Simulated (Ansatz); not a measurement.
# C₂H₁₀OSi₂: one species, many methods

The task here is to estimate one member of a computed series from the others.

Computed with Ansatz 0.2.0, Gaussian basis. Level: functionals in def2-TZVPP, the program's frozen cores in correlated methods.

Plan: LDA (SPW92), PBE-D4, revPBE-D4, BLYP-D4, r2SCAN-D4, B97M-V, PBE0-D4, B3LYP-D4, r2SCANh-D4, r2SCAN0-D4, HSE06-D4, BHLYP-D4, CAM-B3LYP-D4, LC-ωPBE, ωB97X-V, ωB97M-V, B2PLYP, PBE-QIDH; CCSD(T)/def2-SVP; CCSD(T)/def2-TZVPP; MP2/def2-QZVPP; extrapolation to the limit.

2 further runs of the same task are left out: 2 for a known fault of the program.

### The geometry

An earlier PBE0-D4 in a triple-zeta def2 set relaxation fixed the geometry.

15 atoms, charge 0, spin multiplicity 1.

Atoms are counted from 1 here; the program's logs count them from 0.

Bond lengths: C1–Si2 1.860 Å, C1–H6 1.093 Å, C1–H7 1.093 Å, C1–H8 1.094 Å, Si2–O3 1.637 Å, Si2–H9 1.486 Å, Si2–H10 1.490 Å, O3–Si4 1.637 Å, Si4–C5 1.857 Å, Si4–H11 1.490 Å, Si4–H12 1.490 Å, C5–H13 1.092 Å, C5–H14 1.092 Å, C5–H15 1.093 Å. Angles: Si2–C1–H6 111.0°, Si2–C1–H7 111.1°, Si2–C1–H8 110.3°, H6–C1–H7 108.3°, H6–C1–H8 108.1°, H7–C1–H8 108.0°, C1–Si2–O3 111.0°, C1–Si2–H9 110.4°, C1–Si2–H10 109.9°, O3–Si2–H9 107.4°, O3–Si2–H10 109.3°, H9–Si2–H10 108.8°, Si2–O3–Si4 145.7°, O3–Si4–C5 109.3°, O3–Si4–H11 109.3°, O3–Si4–H12 109.1°, C5–Si4–H11 110.7°, C5–Si4–H12 110.3° and more.

Geometry (Å):

```xyz
15

C    -2.7215    0.2368   -0.2189
Si   -1.2844   -0.6946   -0.9455
O     0.0867   -0.4163   -0.0951
Si    1.3092    0.6329    0.1946
C     2.7081   -0.2671    1.0200
H    -2.8874   -0.0503    0.8222
H    -2.5498    1.3155   -0.2531
H    -3.6352    0.0222   -0.7803
H    -1.5419   -2.1579   -0.9050
H    -1.0766   -0.2829   -2.3626
H     1.7578    1.2347   -1.0929
H     0.8126    1.7320    1.0697
H     2.3809   -0.7111    1.9630
H     3.0892   -1.0655    0.3791
H     3.5305    0.4209    1.2343
```

Set-up of the first run:

Contents of in.yaml:

```yaml
crystal:
  periodic: [false, false, false]
  atoms:
    - {symbol: C, position_ang: [-2.721477, 0.236826, -0.218873]}
    - {symbol: Si, position_ang: [-1.284367, -0.694605, -0.945511]}
    - {symbol: O, position_ang: [0.086734, -0.416326, -0.095071]}
    - {symbol: Si, position_ang: [1.309239, 0.632931, 0.194579]}
    - {symbol: C, position_ang: [2.708085, -0.267061, 1.019978]}
    - {symbol: H, position_ang: [-2.887355, -0.050337, 0.822167]}
    - {symbol: H, position_ang: [-2.549771, 1.315499, -0.253140]}
    - {symbol: H, position_ang: [-3.635200, 0.022165, -0.780303]}
    - {symbol: H, position_ang: [-1.541878, -2.157924, -0.904973]}
    - {symbol: H, position_ang: [-1.076638, -0.282911, -2.362617]}
    - {symbol: H, position_ang: [1.757827, 1.234686, -1.092938]}
    - {symbol: H, position_ang: [0.812613, 1.731956, 1.069717]}
    - {symbol: H, position_ang: [2.380880, -0.711052, 1.963004]}
    - {symbol: H, position_ang: [3.089153, -1.065489, 0.379119]}
    - {symbol: H, position_ang: [3.530455, 0.420939, 1.234262]}
basis:
  gaussian: {orbitals: def2-TZVPP}
hamiltonian: {xc: lda}
output: {orbitals: {seedname: orbitals}}
```

The run is started by

```bash
> ansatz run in.yaml --threads 2 --pin off --events-out ev --progress --plain --max-ram 32768MiB --backend cuda --devices 0, --max-vram 18GiB
```

Steps of the session up to this table: LDA; PBE-D4 (GGA); revPBE-D4 (GGA); BLYP-D4 (GGA); r2SCAN-D4 (meta-GGA); B97M-V (meta-GGA); B3LYP-D4 (hybrid); r2SCANh-D4 (hybrid); r2SCAN0-D4 (hybrid); HSE06-D4 (hybrid); BHLYP-D4 (hybrid); CAM-B3LYP-D4 (range-separated); LC-ωPBE (range-separated); ωB97X-V (range-separated); ωB97M-V (range-separated); B2PLYP (double hybrid); PBE-QIDH (double hybrid).

One of the session's tables, all rows but one given; the rest of the session is left out.

It belongs to the step «Frontier levels by functional». 

```
  functional  HOMO (eV)  LUMO (eV)  gap (eV)
 LDA (SPW92)      -6.99      -0.66      6.33
      PBE-D4      -6.91      -0.38      6.53
   revPBE-D4      -6.87      -0.23      6.63
     BLYP-D4      -6.82      -0.23      6.60
   r2SCAN-D4      -7.24       0.03      7.28
      B97M-V      -7.37      -0.20      7.17
     PBE0-D4      -8.29       0.50      8.79
    B3LYP-D4      -8.09       0.29      8.38
  r2SCANh-D4      -7.75       0.32      8.07
  r2SCAN0-D4          ?          ?         ?
    HSE06-D4      -7.89       0.12      8.02
    BHLYP-D4      -9.63       1.36     10.99
CAM-B3LYP-D4      -9.71       1.48     11.18
     LC-ωPBE     -11.03       2.68     13.71
     ωB97X-V     -10.71       2.49     13.20
     ωB97M-V     -10.58       2.16     12.74
```

**Question.** Estimate the row for r2SCAN0-D4.

Worked estimate for «HOMO (eV)». Against the share of exact exchange, r2SCAN-D4 (0, -7.24), r2SCANh-D4 (0.1, -7.75) give a slope of -5.10 per unit share; at 0.25 the line stands at -8.51.

As computed: HOMO (eV): -8.52; LUMO (eV): 0.74; gap (eV): 9.26. In «HOMO (eV)» the line misses by +0.01.
